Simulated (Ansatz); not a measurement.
Run this with Ansatz 0.2.0, Python API and show what comes out.

The script, `scan_al2h6si2.py`:
```python
"""Potential curve of Al2H6Si2 along one bond."""

import ansatz as az
from ase import Atoms
import numpy as np


def main() -> None:
    atoms = Atoms(["Si", "Al", "Al", "Si", "H", "H", "H", "H", "H", "H"], positions=[
        (-1.4484, 1.1897, -1.5782),
        (-0.0019, 0.002, -0.2453),
        (0.6523, -2.1983, 0.8534),
        (1.6246, -0.1152, 1.4926),
        (-1.9324, 0.3952, -2.7381),
        (-2.665, 1.6425, -0.7885),
        (-0.7959, 2.441, -2.0937),
        (0.5883, -3.7605, 1.0682),
        (1.0884, 0.3274, 2.863),
        (2.9731, 0.025, 1.1696),
    ])
    geometry = az.Crystal.molecule_from_ase(atoms)

    symbols = [site.symbol for site in geometry.cartesian_sites]
    start = np.array([site.position_ang for site in geometry.cartesian_sites])
    axis = (start[9] - start[3]) / np.linalg.norm(start[9] - start[3])
    moving = [9]
    lengths, energies = [1.226, 1.282, 1.338, 1.394, 1.449, 1.505, 1.561, 1.645], []
    for length in lengths:
        xyz = start.copy()
        xyz[moving] += (length - np.linalg.norm(start[9] - start[3])) * axis
        point = az.Crystal.molecule()
        for symbol, xyz in zip(symbols, xyz):
            point = point.atom(symbol, xyz.tolist())
        model = point.calculation().basis(gaussian="cc-pVDZ").functional("r2SCAN", dispersion="d3bj")
        r = model.run(threads=1, pin="off").report
        energies.append(r["free_energy_ev"])
        print(f"r = {length:6.3f} A  E = {energies[-1]:.5f} eV  <S^2> = {abs(r['mean_field']['state']['spin_squared']):.3f}")

    # quartic fit about the minimum
    fit = np.polynomial.Polynomial.fit(lengths, np.array(energies) - min(energies), 4).convert()
    roots = [r.real for r in fit.deriv().roots() if abs(r.imag) < 1e-9 and fit.deriv(2)(r.real) > 0]
    r_e = min(roots, key=lambda r: abs(r - lengths[int(np.argmin(energies))]))
    print(f"minimum of the fit at {r_e:.4f} A, force constant {fit.deriv(2)(r_e):.2f} eV/A^2")


if __name__ == "__main__":
    main()
```

```console
$ python scan_al2h6si2.py
DeckWarning: the engine holds no damping parameters fitted to this dispersion correction and functional, so the run takes those fitted to r2scan beside the three-body term, which d3bj leaves out (hamiltonian.dispersion, under Limitations)
r =  1.226 A  E = -29040.22973 eV  <S^2> = 0.000
r =  1.282 A  E = -29040.64311 eV  <S^2> = 0.000
r =  1.338 A  E = -29040.92509 eV  <S^2> = 0.000
r =  1.394 A  E = -29041.10268 eV  <S^2> = 0.000
r =  1.449 A  E = -29041.19638 eV  <S^2> = 0.000
r =  1.505 A  E = -29041.22686 eV  <S^2> = 0.000
r =  1.561 A  E = -29041.20606 eV  <S^2> = 0.000
r =  1.645 A  E = -29041.10375 eV  <S^2> = 0.000
minimum of the fit at 1.5083 A, force constant 15.84 eV/A^2
```
(Warnings from the package without file and line.)

Notes:
- Total energies depend on the basis set; only differences at equal settings carry meaning.
- The rest of the molecule is held rigid at a force-field or estimated start geometry, and the basis set is modest; single-reference methods fail as a bond breaks.
- The orbitals are restricted, so S² is zero by construction.
- A dispersion term here runs with damping parameters fitted for another variant or functional.
- It ran for 72 s on 1 thread of Arm Neoverse V1, on a shared host, peak memory 0.25 GiB.

(Lines on the test bed's own set-up are left out of the output.)
